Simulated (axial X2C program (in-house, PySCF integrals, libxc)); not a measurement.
# SbCl⁻: properties at the nuclei

Wanted for SbCl⁻: properties at the nuclei, at the two-component level.

Method: two-component X2C with atomic mean-field terms, Sb dyall-acv3z, Cl dyall-av3z; program: an in-house X2C program for linear molecules on PySCF integrals.

All values are calculated.

## (1) Input

Contents of task.json:

```json
{"zs": [51, 17], "q": -1, "bas": ["dyall-acv3z", "dyall-av3z"], "r0": 2.39, "levels": ["PBE0", "HF", "LDA", "r2SCAN", "PBE50"], "nst": 3}
```

Keys: zs atomic numbers; q charge; bas basis sets; r0 starting distance in Å; levels methods (HF also brings MP2); nst determinants followed.

Started as:

```console
$ python soeom.py task.json out
```

Nuclei are Gaussian, cores are contracted, and the Gaunt term is on.

## (2) Expectation values, lowest determinant

R = 2.500 Å. State: Ω = 3/2 (excess of +ω over −ω: ω = 3/2).

Output of the PBE0 run:

```text
two-component X2C + atomic mean field  PBE0
basis functions 202  fitting functions 1020  grid points 5082
iter        total energy     max residual
   1      -6939.270867211     9.87e-06
   2      -6939.270867231     6.67e-06
   3      -6939.270867236     3.74e-06
   4      -6939.270867241     1.96e-06
   5      -6939.270867242     8.12e-07
converged
one-electron -9911.54657769  Coulomb 2992.75313489  exact exchange -49.26877240  xc functional -150.87646504  nuclear repulsion 183.51865675  atomic mean-field constant -3.85084376
```

The highest occupied spinor is 85% Sb p, 6% Cl p, 5% Cl d.

```tsv
level	Eeff magnitude (GV/cm)	Ws magnitude Sb (kHz)	A∥/gI Sb (MHz)	qzz Sb (a.u.)	A∥/gI Cl (MHz)	qzz Cl (a.u.)
PBE0	1.9	0.748	332	8.34	18.8	1.97
HF	10.1	3.98	398	8.26	24.4	1.65
LDA	1.05	0.419	377	8.08	22.7	2.04
r2SCAN	1.87	0.737	377	8.31	24.4	1.98
PBE50	2.74	1.08	340	8.75	17.4	1.93
```

Eeff is the effective electric field on the electron dipole moment in this Ω state and Ws the scalar–pseudoscalar constant (defined with the proton number Z and per Ω); A∥ is the parallel hyperfine constant, which follows by multiplying with the nuclear g factor gI = μI/(I μN); qzz is the electric field gradient, eQq0 = 234.96 MHz × Q/barn × qzz. The operators were transformed with the bare-nucleus X2C matrices.

## (3) Expectation values, a higher determinant

R = 2.500 Å. State: Ω = 1/2 (excess of +ω over −ω: ω = 1/2), 0.35 eV above the lowest in the PBE0 search for states (made at or near this distance, with looser thresholds).

Output of the PBE0 run:

```text
two-component X2C + atomic mean field  PBE0
basis functions 202  fitting functions 1020  grid points 5082
iter        total energy     max residual
   1      -6939.258045041     5.05e-06
   2      -6939.258045043     5.57e-06
   3      -6939.258045044     1.44e-06
converged
one-electron -9911.10667934  Coulomb 2992.31633812  exact exchange -49.26638109  xc functional -150.86913573  nuclear repulsion 183.51865675  atomic mean-field constant -3.85084376
```

The highest occupied spinor is 86% Sb p, 5% Cl p, 5% Cl d.

```tsv
level	Eeff magnitude (GV/cm)	Ws magnitude Sb (kHz)	A∥/gI Sb (MHz)	qzz Sb (a.u.)	A∥/gI Cl (MHz)	qzz Cl (a.u.)
PBE0	1.73	1.96	3030	7.98	89.7	2.04
HF	1.11	1.24	2900	8.70	54.4	1.84
LDA	2.18	2.47	3000	7.74	122	2.09
r2SCAN	0.834	0.911	2710	7.92	87.6	2.03
PBE50	1.7	1.93	3060	8.40	75.3	2.00
```

## (4) Expectation values, a higher determinant

R = 2.500 Å. State: Ω = 1/2 (excess of +ω over −ω: 2 × ω = -1/2, ω = 3/2), 1.25 eV above the lowest in the PBE0 search for states (made at or near this distance, with looser thresholds).

Output of the PBE0 run:

```text
two-component X2C + atomic mean field  PBE0
basis functions 202  fitting functions 1020  grid points 5082
iter        total energy     max residual
   1      -6939.225027019     1.03e-05
   2      -6939.225027022     1.36e-05
   3      -6939.225027027     1.33e-06
   4      -6939.225027027     6.45e-07
converged
one-electron -9909.38711929  Coulomb 2990.62536746  exact exchange -49.26615248  xc functional -150.86493570  nuclear repulsion 183.51865675  atomic mean-field constant -3.85084376
```

The highest occupied spinor is 62% Sb p, 11% Cl p, 10% Sb d.

```tsv
level	Eeff magnitude (GV/cm)	Ws magnitude Sb (kHz)	A∥/gI Sb (MHz)	qzz Sb (a.u.)	A∥/gI Cl (MHz)	qzz Cl (a.u.)
PBE0	9.22	11.3	-3510	0.25	-448	1.11
HF	9.85	12.1	-4090	2.68	-374	1.20
LDA	8.49	10.3	-3100	-0.21	-484	1.07
r2SCAN	9.12	11.2	-3710	0.11	-446	1.05
PBE50	10.5	12.8	-3760	0.31	-469	1.07
```

## (5) What came out

| quantity | value |
| --- | --- |
| lowest determinant | Ω = 3/2 (excess of +ω over −ω: ω = 3/2) |
| Eeff magnitude (GV/cm), PBE0 | 1.9 |
| Ws magnitude Sb (kHz), PBE0 | 0.748 |
| A∥/gI Sb (MHz), PBE0 | 332 |
| qzz Sb (a.u.), PBE0 | 8.34 |
| higher determinant | Ω = 1/2 (excess of +ω over −ω: ω = 1/2) |
| Eeff magnitude (GV/cm), PBE0, higher determinant | 1.73 |
| Ws magnitude Sb (kHz), PBE0, higher determinant | 1.96 |
| A∥/gI Sb (MHz), PBE0, higher determinant | 3030 |
| qzz Sb (a.u.), PBE0, higher determinant | 7.98 |
| higher determinant | Ω = 1/2 (excess of +ω over −ω: 2 × ω = -1/2, ω = 3/2) |
| Eeff magnitude (GV/cm), PBE0, higher determinant | 9.22 |
| Ws magnitude Sb (kHz), PBE0, higher determinant | 11.3 |
| A∥/gI Sb (MHz), PBE0, higher determinant | -3510 |
| qzz Sb (a.u.), PBE0, higher determinant | 0.25 |

In the first state, the effective field runs from 1.05 to 10.1 GV/cm over the mean-field levels, so the levels don't agree on it. The expectation values come from single determinants, which for open shells can mix terms of unlike spin or miss the lowest Ω, so a determinant need not be a state. Eeff is the effective electric field on the electron dipole moment in this Ω state and Ws the scalar–pseudoscalar constant (defined with the proton number Z and per Ω); A∥ is the parallel hyperfine constant, which follows by multiplying with the nuclear g factor gI = μI/(I μN); qzz is the electric field gradient, eQq0 = 234.96 MHz × Q/barn × qzz. The operators were transformed with the bare-nucleus X2C matrices.
